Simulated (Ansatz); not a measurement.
# C2H5GeN: the cost of one run

Program: Ansatz 0.2.0, Gaussian basis. Level of theory: PBE/def2-SVP with D4 dispersion. These are calculated values, not measurements.

## 1. The geometry

The geometry comes from an earlier relaxation with PBE0-D4 in a triple-zeta def2 set; it is a stationary point, not always the lowest conformer.

SMILES `[CH3][GeH]1[CH]=[N]1`, 9 atoms, charge 0, spin multiplicity 1.

Atoms are counted from 1 here; the program's logs count them from 0.

Bond lengths: C1–Ge2 1.940 Å, C1–H5 1.090 Å, C1–H6 1.090 Å, C1–H7 1.090 Å, Ge2–C3 1.886 Å, Ge2–N4 1.978 Å, Ge2–H8 1.528 Å, C3–N4 1.250 Å, C3–H9 1.093 Å. Angles: Ge2–C1–H5 110.1°, Ge2–C1–H6 108.5°, Ge2–C1–H7 110.8°, H5–C1–H6 109.2°, H5–C1–H7 109.1°, H6–C1–H7 109.1°, C1–Ge2–C3 121.3°, C1–Ge2–N4 110.8°, C1–Ge2–H8 118.6°, C3–Ge2–N4 37.7°, C3–Ge2–H8 118.9°, N4–Ge2–H8 109.1°, Ge2–C3–N4 75.2°, Ge2–C3–H9 151.9°, N4–C3–H9 133.0°, Ge2–N4–C3 67.2°.

Coordinates:

```xyz
9

C    -0.75130    0.75755   -1.00239
Ge   -0.04993   -0.72523    0.03395
C     0.87987   -0.43929    1.64956
N     1.74074   -0.29427    0.75446
H    -0.28225    0.78102   -1.98648
H    -0.52723    1.68484   -0.47557
H    -1.83105    0.66838   -1.12354
H    -0.00945   -2.11145   -0.60672
H     0.91919   -0.36794    2.73962
```

## 2. Dynamics

File in.yaml:

```yaml
crystal:
  periodic: [false, false, false]
  atoms:
    - {symbol: C, position_ang: [-0.751295, 0.757549, -1.002389]}
    - {symbol: Ge, position_ang: [-0.049931, -0.725232, 0.033952]}
    - {symbol: C, position_ang: [0.879868, -0.439294, 1.649555]}
    - {symbol: N, position_ang: [1.740739, -0.294269, 0.754458]}
    - {symbol: H, position_ang: [-0.282248, 0.781015, -1.986479]}
    - {symbol: H, position_ang: [-0.527229, 1.684837, -0.475567]}
    - {symbol: H, position_ang: [-1.831053, 0.668384, -1.123539]}
    - {symbol: H, position_ang: [-0.009445, -2.111446, -0.606715]}
    - {symbol: H, position_ang: [0.919194, -0.367942, 2.739624]}
basis:
  gaussian: {orbitals: def2-SVP}
hamiltonian: {xc: {name: PBE}, dispersion: d4}
md: {timestep: 0.5 fs, n_steps: 20, ensemble: nve, temperature: 1000, initial_velocities: maxwell_boltzmann, seed: 18}
```

On the command line:

```console
ansatz run in.yaml --threads 2 --pin off --events-out ev --progress --plain --max-ram 4352MiB
```

What time and memory should one allow on 2 threads of Intel Xeon Platinum 8375C at 2.90GHz, shared host?

About 29 s, with a peak of 0.4 GiB.
